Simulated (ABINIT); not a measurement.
Ta3Cu:

```
CELL_PARAMETERS angstrom
-2.00651 2.00651 4.20817
2.00651 -2.00651 4.20817
2.00651 2.00651 -4.20817
ATOMIC_POSITIONS crystal
Ta 0.50000 0.50000 0.00000
Ta 0.25000 0.75000 0.50000
Ta 0.75000 0.25000 0.50000
Cu 0.00000 0.00000 0.00000
```

The cell comes from a database or a generator and needn't be the stable form of this composition.

Base run:

| Property | Result |
| --- | --- |
| Program | ABINIT 10.8.3 (patched build) |
| Functional | PBE |
| Potentials or basis | JTH PAW PBE v2.0 |
| Cutoff | 707 eV |
| k mesh | 9 × 9 × 9 |
| Occupations | fermi-dirac, width 0.05 eV |
| Spin | no spin polarisation |

Its results: band gap on the k mesh none (metal or under the smearing width); pressure 0.4 GPa.

Problem. The run is repeated on the same cell with these changes: functional from PBE to PBEsol. What comes out?

Solution. Band gap on the k mesh none (metal or under the smearing width); pressure -6.2 GPa.

PBEsol binds more tightly than PBE, so the same cell stands under less pressure.

Caveats: the PAW data sets were made with another functional, which shifts forces and pressure a little (some runs).

Not every run made on this cell is shown here.
